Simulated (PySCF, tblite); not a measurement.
# C₄H₁₂BNSi: geometry, infrared bands and NMR shifts

What infrared bands and NMR shifts should C₄H₁₂BNSi (`[SiH3]N[C@H]1BCCC1`) show?

The runs use tblite 0.8.0 and PySCF 2.14.0, with density-fitted response routines of our own; the level of theory stands in each step. All values are computed, except where a source is named. Atoms count from 0, in the outputs and in this text.

### Step 1. Starting geometry

19 atoms, charge 0, multiplicity 1; geometry from: force field or distance geometry start.

Bonds of the start (Å): Si0–N1 1.80, N1–C2 1.45, C2–B3 1.61, B3–C4 1.62, C4–C5 1.51, C5–C6 1.54, C6–C2 1.51, Si0–H7 1.45, Si0–H8 1.49, Si0–H9 1.47, N1–H10 1.03, C2–H11 1.09, B3–H12 1.17, C4–H13 1.09, C4–H14 1.11, C5–H15 1.11, C5–H16 1.09, C6–H17 1.10, C6–H18 1.10.

### Step 2. Relaxing the molecule with GFN2-xTB

What the job is given:

```
{"job": {"kind": "relax", "xc": "GFN2-xTB", "basis": "xTB"}, "charge": 0, "multiplicity": 1}
Si     2.559200    -0.200200    -0.167300
N      0.980800    -0.106700    -1.036000
C      0.131000     0.753600    -0.239900
B     -1.311600     0.911700    -0.935000
C     -2.220500    -0.092500    -0.049900
C     -1.156000    -1.057000     0.417100
C     -0.184200    -0.021500     1.016900
H      3.698400     0.186800    -0.977600
H      2.780200    -1.573800     0.361100
H      2.497400     0.682900     1.003700
H      1.087300     0.217500    -2.009300
H      0.566600     1.736200    -0.047100
H     -1.747500     1.865700    -1.451900
H     -3.009700    -0.570000    -0.631900
H     -2.559600     0.470800     0.844500
H     -0.575800    -1.515100    -0.417000
H     -1.485100    -1.781300     1.160600
H      0.712100    -0.499100     1.451500
H     -0.772800     0.600900     1.700000
```

On the command line:

```console
> OMP_NUM_THREADS=1 python probes_run.py task.json out
```

The driver reads the jobs from task.json and runs them one after another.

**Question.** This job is followed by: GFN2-xTB harmonic vibrations, gas phase; GIAO PBE0/pcSseg-1 NMR shielding, non-relativistic, gas phase. Predict these results of the whole session: strongest single infrared mode (GFN2-xTB); zero-point energy (GFN2-xTB); 13C shifts against TMS (PBE0/pcSseg-1); 1H shifts against TMS (PBE0/pcSseg-1, means over atoms taken as alike); 29Si shifts against TMS (PBE0/pcSseg-1); 15N shifts against NH3 (PBE0/pcSseg-1); 11B shifts against BF3·OEt2 (PBE0/pcSseg-1).

As calculated:

| quantity | value |
| --- | --- |
| strongest single infrared mode (GFN2-xTB) | 2143 cm⁻¹, 388 km/mol |
| zero-point energy (GFN2-xTB) | 95.3 kcal/mol |
| 13C shifts against TMS (PBE0/pcSseg-1) | 53.1, 40.2, 31.7, 27.4 ppm |
| 1H shifts against TMS (PBE0/pcSseg-1, means over atoms taken as alike) | 7.85, 4.74, 3.13, 2.08, 2.00, 1.98, 1.57, 1.56, 0.90, -0.62 ppm |
| 29Si shifts against TMS (PBE0/pcSseg-1) | -56.6 ppm |
| 15N shifts against NH3 (PBE0/pcSseg-1) | 11.0 ppm |
| 11B shifts against BF3·OEt2 (PBE0/pcSseg-1) | 88.0 ppm |

In words: The optimisation took 150 steps and gained 1.202 eV; among the close pairs (by a distance rule), Si0–N1 changed most, from 1.804 to 1.714 Å. No mode is imaginary among the 51: a minimum at this level. The strongest single mode, at 2143 cm⁻¹, moves mainly H8. GFN2-xTB is a fitted tight-binding method: band positions and strengths are rough. Its intensities can rank the bands wrongly. The most deshielded carbon is C2 (sp3 CH bonded to B and N), at 53.1 ppm: pulled downfield by the heteroatom. At PBE0/pcSseg-1: The largest span, 173 ppm, is at B3, where the paramagnetic term is -177 ppm.
